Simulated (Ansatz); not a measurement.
This script drives the Ansatz DFT code, driven from Python.

Script `scan.py`:
```python
import logging
import sys

import ansatz
import numpy as np

logging.basicConfig(stream=sys.stdout, format="%(levelname)s %(message)s")
logger = logging.getLogger("ansatz_job")
logger.setLevel(logging.INFO)

GEOMETRY = """
F     1.76520   -0.78580    1.08220
Si    0.43140   -0.62510   -0.01970
F    -0.94330   -1.42130    0.59310
Se   -0.00220    1.58550   -0.35800
H    -1.20120    1.17300   -1.33890
"""

f2hsesi = ansatz.Crystal.molecule()
for line in GEOMETRY.strip().splitlines():
    symbol, *xyz = line.split()
    f2hsesi = f2hsesi.atom(symbol, [float(v) for v in xyz])

symbols = [site.symbol for site in f2hsesi.cartesian_sites]
start = np.array([site.position_ang for site in f2hsesi.cartesian_sites])
axis = (start[3] - start[1]) / np.linalg.norm(start[3] - start[1])
moving = [3, 4]
lengths, energies = [1.94, 2.1, 2.28, 2.51, 2.85, 3.42, 4.1, 5.01], []
for length in lengths:
    xyz = start.copy()
    xyz[moving] += (length - np.linalg.norm(start[3] - start[1])) * axis
    point = ansatz.Crystal.molecule()
    for symbol, place in zip(symbols, xyz):
        point = point.atom(symbol, place.tolist())
    calculation = point.calculation().basis(gaussian="def2-SVP").functional("pbe").spin("collinear", total=1)
    rep = calculation.run(threads=1, pin="off").report
    energies.append(rep["free_energy_ev"])
    logger.info(f"r = {length:6.3f} A  E = {energies[-1]:.5f} eV  <S^2> = {abs(rep['mean_field']['state']['spin_squared']):.3f}")

print("energy above the lowest point (eV):", [round(e - min(energies), 3) for e in energies])
```

It is started by `python scan.py`. How long does it take on 1 thread of Arm Neoverse V2, on a shared host, and how much memory does it need?

It took about 33 s, with a peak of 0.24 GiB, for 8 runs of the engine.

```console
$ python scan.py
INFO r =  1.940 A  E = -78644.44924 eV  <S^2> = 0.751
INFO r =  2.100 A  E = -78645.41961 eV  <S^2> = 0.752
INFO r =  2.280 A  E = -78645.72841 eV  <S^2> = 0.752
INFO r =  2.510 A  E = -78645.57254 eV  <S^2> = 0.754
INFO r =  2.850 A  E = -78645.03796 eV  <S^2> = 0.758
INFO r =  3.420 A  E = -78644.41582 eV  <S^2> = 0.756
INFO r =  4.100 A  E = -78644.17000 eV  <S^2> = 0.752
INFO r =  5.010 A  E = -78644.09043 eV  <S^2> = 0.752
energy above the lowest point (eV): [1.279, 0.309, 0.0, 0.156, 0.69, 1.313, 1.558, 1.638]
```

What to keep in mind:
- Total energies depend on the basis set; only differences at equal settings carry meaning.
- The rest of the molecule is held rigid at a force-field or estimated start geometry, and the basis set is modest; single-reference methods fail as a bond breaks.
- The run takes the species as open-shell (spin multiplicity 2), which needn't be its ground state.
- Spin-orbit coupling of the heavy open-shell atom is left out.
